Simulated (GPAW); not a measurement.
NiMoIrPdW:

```xyz
5
Lattice="2.7608 0.0000 0.0000 -1.3804 2.3909 0.0000 0.0000 0.0000 11.3405" Properties=species:S:1:pos:R:3 pbc="T T T"
Ni    0.0000    0.0000    8.0423
Mo    1.3804    0.7970    3.3369
Pd    1.3804    0.7970   10.1952
Ir    0.0000    0.0000    1.2025
W     1.3804    0.7970    6.0015
```

The cell was built by a generator and needn't be a form met in nature.

```yaml
Program: GPAW 26.7.0
Task: relaxation of cell and atoms
Functional: RPBE
Potentials_or_basis: the program's PAW data sets (release 1.2.1) made for this functional
Cutoff: 600 eV
Basis: pw
k_mesh: 8 × 8 × 2
Occupations: fermi-dirac, width 0.05 eV
Spin: collinear spin, ferromagnetic start
Starting_moments: "[1.0, 1.0, 0.0, 0.6, 0.0] μB"
```

At the start: pressure 4.2 GPa; volume 14.97 Å³/atom.

Q: Where does the relaxation end?

A: Over 6 steps the energy falls by 4.2 meV/atom and the volume is 15.23 Å³/atom (+1.7 %); space group P3m1 (No. 156, to 0.05 Å); moment 0.00 μB per cell.

The path:
| step | energy change (eV) | largest force (eV/Å) | pressure (GPa) | volume (Å³) |
| --- | --- | --- | --- | --- |
| 1 | 0.0000 | 0.3265 | 4.24 | 74.86 |
| 2 | -0.0093 | 0.1775 | 3.25 | 75.11 |
| 3 | -0.0195 | 0.1249 | 0.89 | 75.78 |
| 4 | -0.0203 | 0.1164 | 0.50 | 75.92 |
| 5 | -0.0209 | 0.0390 | -0.06 | 76.14 |
| 6 | -0.0209 | 0.0179 | -0.05 | 76.16 |

Final structure:
```
Ni Mo Pd Ir W
1.0
     2.77656    0.00000    0.00000
    -1.38828    2.40457    0.00000
     0.00000    0.00000   11.40674
Ni Mo Pd Ir W
1 1 1 1 1
Direct
  0.00000 0.00000 0.70957
  0.66667 0.33333 0.29480
  0.66667 0.33333 0.89939
  0.00000 0.00000 0.10527
  0.66667 0.33333 0.52865
```

Caveat: each step starts from the last one's moments, so a moment once lost doesn't come back; the stock nickel data set gives pressures a few GPa off other programs; later steps reuse the first step's grids.
